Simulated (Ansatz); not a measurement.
# InSb3: the cost of one run

Program: Ansatz 0.2.0. Level of theory: DFT PBE+D3(BJ), scalar-relativistic, plane waves, PAW. These are calculated values, not measurements.

6 further runs of the same task are left out: 6 set aside as unsound or not needed.

## (1) The system as given

The structure is cubic, space group Pm-3m (No. 221). Conventional cell: a = 4.806 Å, b = 4.806 Å, c = 4.806 Å, α = 90.00°, β = 90.00°, γ = 90.00°. In (site symmetry m-3m) has 12 Sb at 3.40 Å as nearest neighbours. Sb (site symmetry 4/mmm) is surrounded by 4 In at 3.40 Å and 8 Sb at 3.40 Å.

As a file:

```
CELL_PARAMETERS angstrom
4.80637 0.00000 0.00000
0.00000 4.80637 0.00000
0.00000 0.00000 4.80637
ATOMIC_POSITIONS crystal
In 0.00000 0.00000 0.00000
Sb 0.50000 0.00000 0.50000
Sb 0.00000 0.50000 0.50000
Sb 0.50000 0.50000 0.00000
```

The structure comes from the Materials Project (structure only).

## (8) Setting up the map

The energy is mapped over two normal modes frozen in (zone-centre modes of the cell shown, which folds in the wave vector (0, 1/2, 1/2) of the primitive cell).

The axes are (1) amplitude of mode 1 (38i cm⁻¹), largest displacement: 11 values from −0.262 Å; (2) amplitude of mode 2 (17i cm⁻¹), largest displacement: 11 values from −0.240 Å.

Nothing else is relaxed (the cell and all other modes fixed). Energies count from the relaxed high-symmetry cell. Points are written as (first, second).

The patterns, per unit of each coordinate (Å):

```csv
atom,x1,y1,z1,x2,y2,z2
In1,0.000,0.000,0.000,0.718,0.000,0.000
In2,0.000,0.000,0.000,0.718,0.000,0.000
Sb3,0.000,1.000,0.000,0.161,0.000,0.000
Sb4,0.000,-1.000,0.000,0.161,0.000,0.000
Sb5,0.000,0.000,0.000,-1.000,0.000,0.000
Sb6,0.000,0.000,0.000,-1.000,0.000,0.000
Sb7,0.000,0.000,-1.000,0.161,0.000,0.000
Sb8,0.000,0.000,1.000,0.161,0.000,0.000
```

(The set-up runs are not shown.)

## (9) Grid point (−0.157 Å, −0.048 Å)

Input file input.yaml:

```yaml
crystal:
  lattice:
    - [-4.7334824492, 0.0, 0.0]
    - [0.0, 4.7334824492, 4.7334824492]
    - [0.0, 4.7334824492, -4.7334824492]
  atoms:
    - { symbol: In, position: [1.0072820819, 0.0, 0.0] }
    - { symbol: In, position: [1.0072820819, 0.5, 0.5] }
    - { symbol: Sb, position: [0.5016368114, 0.7333948893, 0.2333948893] }
    - { symbol: Sb, position: [0.5016368114, 0.2666051107, 0.7666051107] }
    - { symbol: Sb, position: [0.9898594744, 0.5, 0.0] }
    - { symbol: Sb, position: [0.9898594744, 0.0, 0.5] }
    - { symbol: Sb, position: [0.5016368114, 0.7666051107, 0.7333948893] }
    - { symbol: Sb, position: [0.5016368114, 0.2333948893, 0.2666051107] }
basis:
  ecutwfc: 420
kpoints:
  mp_grid: { grid: [8, 6, 6] }
hamiltonian:
  xc: pbe
  pseudopotentials: { kind: paw, azcp: { folder: soft_1 } }
  dispersion: d3bj
scf:
  occupations: { method: gaussian, width: 0.15 }
output:
  forces: true
  stress: true
  eigenvalues: true
```

Launch:

```
$ ansatz run input.yaml --threads 4 --pin off --max-ram 8192MiB --backend cpu --events-out ev --progress --plain --runs-dir out
```

**Question.** How long does this run take on 4 threads of Arm Neoverse V2, shared host, and how much memory does it need?

About 14 s, with a peak of 0.87 GiB.
